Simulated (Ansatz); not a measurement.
The system is CoAu4.

```xyz
5
Lattice="1.4528 0.8388 11.6661 -1.4528 0.8388 11.6661 0.0000 -1.6775 11.6661" Properties=species:S:1:pos:R:3 pbc="T T T"
Au    0.0000    0.0000   21.2323
Au    0.0000    0.0000    7.0795
Au    0.0000    0.0000   27.9186
Au    0.0000    0.0000   13.7659
Co    0.0000    0.0000    0.0000
```

The cell comes from a database or a generator and needn't be the stable form of this composition.

Base run:

| Quantity | Value |
| --- | --- |
| Program | Ansatz 0.2.0 |
| Functional | PBEsol |
| Potentials or basis | Ansatz PAW |
| Cutoff | 420 eV (not typed: the program's choice for these potentials) |
| k mesh | 9 × 9 × 9 |
| Occupations | fermi-dirac, width 0.05 eV |
| Spin | collinear spin, ferromagnetic start |
| Starting moments | [0.0, 0.0, 0.0, 0.0, 2.5] μB |
| Fixed moment | 2.5 μB |

Its results: pressure -9.7 GPa; site moments Au +0.10, +0.06; Co +2.13 μB; largest force 0.043 eV/Å.

Task: After a change of settings the same cell gave: pressure -11.0 GPa; site moments Au -0.05, -0.06; Co +1.42 μB; largest force 0.044 eV/Å. Which change was it?
A. fixed moment from 2.5 μB to 1 μB; moments at the start from [0.0, 0.0, 0.0, 0.0, 2.5] to [0.0, 0.0, 0.0, 0.0, 1.0]
B. fixed moment from 2.5 μB to 4 μB; moments at the start from [0.0, 0.0, 0.0, 0.0, 2.5] to [0.0, 0.0, 0.0, 0.0, 4.0]
C. fixed moment from 2.5 μB to 3 μB; moments at the start from [0.0, 0.0, 0.0, 0.0, 2.5] to [0.0, 0.0, 0.0, 0.0, 3.0]
D. fixed moment from 2.5 μB to 2 μB; moments at the start from [0.0, 0.0, 0.0, 0.0, 2.5] to [0.0, 0.0, 0.0, 0.0, 2.0]

Result: A.

Caveats: the total moment is fixed, so each spin has its own Fermi level; the PAW data sets come from PBE, with cores solved anew for the run's functional, which leaves a small shift of forces and pressure; the thresholds are loose for stress.
